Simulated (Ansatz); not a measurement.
**OsO3S (OsSO₃): the relaxed shape and its frontier levels**

Aim: characterise OsO3S (OsSO₃) as a singlet: its structure, frontier levels and distribution of charge.

Program: Ansatz 0.2.0, Gaussian basis. Level of theory: RKS PBE0-D4/def2-TZVP. These are calculated values, not measurements.

Plan: relaxation at r2SCAN-D4/def2-SVP; a search for the lowest solution at PBE0-D4/def2-SVP; a single point at PBE0-D4/def2-TZVP.

### 1 The starting structure

5 atoms, charge 0, spin multiplicity 1.

Atoms are counted from 1 here; the program's logs count them from 0.

Bond lengths: Os1–O2 1.634 Å, Os1–O3 1.634 Å, Os1–O4 1.634 Å, Os1–S5 2.109 Å. Angles: O2–Os1–O3 114.2°, O2–Os1–O4 114.2°, O2–Os1–S5 104.0°, O3–Os1–O4 114.2°, O3–Os1–S5 104.3°, O4–Os1–S5 104.2°.

Formally the metal is d0. Os takes a core potential in the def2 sets. No spin-orbit coupling is included.

The start is a GFN2-xTB geometry.

### 2 Optimising with r2SCAN-D4/def2-SVP

The input, in.yaml:

```yaml
crystal:
  periodic: [false, false, false]
  atoms:
    - {symbol: Os, position_ang: [0.086340, 0.148000, 0.060430]}
    - {symbol: O, position_ang: [0.020610, -0.002800, 1.686310]}
    - {symbol: O, position_ang: [1.591880, 0.027720, -0.562970]}
    - {symbol: O, position_ang: [-0.787090, 1.395040, -0.532610]}
    - {symbol: S, position_ang: [-0.911740, -1.567960, -0.651160]}
basis:
  gaussian: {orbitals: def2-SVP}
hamiltonian: {xc: r2scan, dispersion: d4}
scf: {omitted_lower_state_checks: [starts]}
output: {orbitals: {seedname: orbitals}}
relax: {f_tol: 0.02, max_steps: 100}
```

Started as:

```sh
ansatz run in.yaml --threads 4 --pin off --events-out ev --progress --plain --max-ram 3916MiB
```

After this run come: Searching for the lowest solution, PBE0-D4/def2-SVP; Single point, PBE0-D4/def2-TZVP.

**Question.** What will the summary of the whole plan be? Wanted: point group; near neighbours of the metal; HOMO, LUMO at PBE0-D4/def2-TZVP; charge on the metal; dipole at r2SCAN-D4/def2-SVP.

As calculated:

| quantity | value |
| --- | --- |
| point group | C3v |
| near neighbours of the metal | O 1.71, O 1.71, O 1.71, S 2.12 Å |
| HOMO, LUMO at PBE0-D4/def2-TZVP | -8.95, -4.50 eV |
| charge on the metal (Mulliken, PBE0-D4/def2-TZVP) | +1.39 e |
| dipole at r2SCAN-D4/def2-SVP | 0.99 D |

What this shows: The molecule keeps its bonding pattern by the stored test; the atoms moved 0.08 Å (rms). The metal has 4 near neighbours by the distance rule, from 1.71 to 2.12 Å. The Mulliken charge of the metal, +1.39 e, depends on the basis and isn't its oxidation state. No usable vibrations, so a minimum isn't proven. Whether this spin is the lowest isn't tested here.
